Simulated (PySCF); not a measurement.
# [Yb(H2S)]3+: forces at shaken geometries

Aim: move all atoms of relaxed [Yb(H2S)]3+ at random and read energies and forces. It is a constructed species; whether it can be made isn't addressed.

The runs use PySCF 2.14.0; TPSS, Yb lcecp-1-SVP with ECP59, S def2-SVP, H def2-SVP; scalar-relativistic core potentials, no spin–orbit coupling.

4 further runs of the same task are left out: 1 for a known fault of the program, 2 that didn't finish, 1 set aside as unsound or not needed.

### 1 Where the work starts

4 atoms, charge 3, spin multiplicity 1.

Bond lengths: Yb1–S2 2.713 Å, S2–H3 1.387 Å, S2–H4 1.387 Å. Angles: Yb1–S2–H3 110.2°, Yb1–S2–H4 110.2°, H3–S2–H4 99.1°.

Coordinates:

```xyz
4
H2SYb
Yb    0.0000    0.0175   -0.3685
S     0.0000   -0.0186    2.3438
H     1.0554    0.7360    2.8334
H    -1.0554    0.7360    2.8334
```

Formal oxidation states: Yb +3. Each metal's 13 4f electrons lie in its core potential, so multiplicities, spins and levels count the valence alone. An earlier session relaxed this geometry at TPSS, Yb lcecp-1-SVP with ECP59, S def2-SVP, H def2-SVP (singlet, point group Cs).

Its energy there is -437.320410 Eh.

### 2 Atoms moved at random, σ = 0.06 Å

The input, run.py (the lines that set the calculation):

```python
mol = gto.M(atom='''
Yb    -0.00130     0.05972    -0.35361
S     -0.00174     0.04797     2.35103
H      1.11682     0.67707     2.78379
H     -1.11378     0.68615     2.86085''',
    basis={'Yb': 'lcecp-1-SVP', 'S': 'def2-SVP', 'H': 'def2-SVP'},
    ecp={'Yb': 'lcecp-1-SVP'},
    charge=3, spin=0)
mf = dft.RKS(mol, xc='TPSS')
mf.grids.atom_grid = (50, 194)  # f atoms: unpruned, at least (60, 302)
mf = mf.density_fit()  # fitting sets: Yb AutoAux, S def2-universal-JKFIT, H def2-universal-JKFIT
mf.conv_tol = 1e-08; mf.max_cycle = 55
mf.kernel(dm0)  # dm0: the density of the relaxed state
```

On the command line:

```console
$ OMP_NUM_THREADS=2 python run.py
```

### 3 Atoms moved at random, σ = 0.03 Å

run.py (the lines that set the calculation): that of step 2 with these lines changed.

```diff
@@ -1,6 +1,6 @@
 mol = gto.M(atom='''
-Yb    -0.00130     0.05972    -0.35361
-S     -0.00174     0.04797     2.35103
-H      1.11682     0.67707     2.78379
-H     -1.11378     0.68615     2.86085''',
+Yb    -0.00125     0.01635    -0.41534
+S      0.01078    -0.00913     2.34629
+H      1.07053     0.75818     2.83044
+H     -1.08005     0.70552     2.88067''',
     basis={'Yb': 'lcecp-1-SVP', 'S': 'def2-SVP', 'H': 'def2-SVP'},
```

### 4 Atoms moved at random, σ = 0.15 Å

run.py (the lines that set the calculation): that of step 3 with these lines changed.

```diff
@@ -1,6 +1,6 @@
 mol = gto.M(atom='''
-Yb    -0.00125     0.01635    -0.41534
-S      0.01078    -0.00913     2.34629
-H      1.07053     0.75818     2.83044
-H     -1.08005     0.70552     2.88067''',
+Yb     0.03581     0.21020    -0.38361
+S     -0.15405    -0.02160     2.33949
+H      0.91983     0.64211     2.80727
+H     -0.80160     0.64021     2.87890''',
     basis={'Yb': 'lcecp-1-SVP', 'S': 'def2-SVP', 'H': 'def2-SVP'},
```

**Question.** What will these runs give? Wanted: for each run, σ; energy rise; harmonic estimate −½ F·u; largest force component.

As calculated:

| σ (Å) | energy rise (eV) | harmonic estimate −½ F·u (eV) | largest force component (eV/Å) |
| --- | --- | --- | --- |
| 0.06 | 0.070 | 0.067 | 0.95 |
| 0.03 | 0.016 | 0.016 | 0.39 |
| 0.15 | 2.100 | 2.482 | 10.80 |

Every displacement raises the energy. For a harmonic well the rise equals −½ F·u; the two differ by at most 18 % here (a move with σ = 0.15 Å), from anharmonicity, the grid and the small forces left at the relaxed point. The bases are small and lack diffuse functions. Spin–orbit coupling is left out.
